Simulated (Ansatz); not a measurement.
# LaBiS2O: the cost of one run

Program: Ansatz 0.2.0. Level of theory: DFT PBEsol, spin-orbit coupling, plane waves, PAW, and further levels as typed in the inputs. These are calculated values, not measurements.

## (1) The starting structure

The structure is tetragonal, space group P4/nmm (No. 129). Conventional cell: a = 4.031 Å, b = 4.031 Å, c = 13.973 Å, α = 90.00°, β = 90.00°, γ = 90.00°. Around La (site symmetry 4mm) lie 4 O at 2.37 Å. Bi (site symmetry 4mm) is surrounded by 5 S at 2.49 to 2.86 Å. S (site symmetry 4mm) has 4 Bi at 2.86 Å as nearest neighbours. S (site symmetry 4mm) is surrounded by 1 Bi at 2.49 Å. O (site symmetry -4m2) is surrounded by 4 La at 2.37 Å.

As a file:

```cif
data_structure
_symmetry_space_group_name_H-M 'P 1'
_symmetry_Int_Tables_number 1
_cell_length_a 4.0310
_cell_length_b 4.0310
_cell_length_c 13.9733
_cell_angle_alpha 90.000
_cell_angle_beta 90.000
_cell_angle_gamma 90.000
_cell_volume 227.05
loop_
_atom_site_label
_atom_site_type_symbol
_atom_site_fract_x
_atom_site_fract_y
_atom_site_fract_z
_atom_site_occupancy
La1 La 0.50000 0.00000 0.58954 1
La2 La 0.00000 0.50000 0.41046 1
Bi1 Bi 0.00000 0.50000 0.86966 1
Bi2 Bi 0.50000 0.00000 0.13034 1
S1 S 0.50000 0.00000 0.89009 1
S2 S 0.00000 0.50000 0.10991 1
S3 S 0.00000 0.50000 0.69160 1
S4 S 0.50000 0.00000 0.30840 1
O1 O 0.00000 0.00000 0.50000 1
O2 O 0.50000 0.50000 0.50000 1
```

It is the end of an earlier run, which began from a cell of the Materials Project (structure only).

## (2) Single point: LaBiS2O

It takes the final geometry of an earlier run.

File input.yaml:

```yaml
crystal:
  lattice:
    - [4.0309897907, 0.0, 0.0]
    - [0.0, 4.0309897907, 0.0]
    - [0.0, 0.0, 13.9732759439]
  atoms:
    - { symbol: La, position: [0.5, 0.0, 0.5895434068] }
    - { symbol: La, position: [0.0, 0.5, 0.4104565932] }
    - { symbol: Bi, position: [0.0, 0.5, 0.869661994] }
    - { symbol: Bi, position: [0.5, 0.0, 0.130338006] }
    - { symbol: S, position: [0.5, 0.0, 0.890092868] }
    - { symbol: S, position: [0.0, 0.5, 0.109907132] }
    - { symbol: S, position: [0.0, 0.5, 0.6916010655] }
    - { symbol: S, position: [0.5, 0.0, 0.3083989345] }
    - { symbol: O, position: [0.0, 0.0, 0.5] }
    - { symbol: O, position: [0.5, 0.5, 0.5] }
scf:
  occupations: { method: gaussian, width: 0.01 }
output:
  eigenvalues: true
  write_density: true
  write_potential: true
  elf: true
  volumetric_format: npy
kpoints:
  mp_grid: { grid: [8, 8, 4] }
hamiltonian:
  xc: pbesol
magnetization:
  noncollinear: true
  spin_orbit: true
```

On the command line:

```console
$ ansatz run input.yaml --threads 8 --pin off --max-ram 24576MiB --backend cpu --events-out ev --progress --plain --runs-dir out
```

Q: Estimate wall time and peak memory on 8 threads of Intel Xeon 6975P-C (Granite Rapids), shared host.

About 24 s, with a peak of 4.1 GiB.
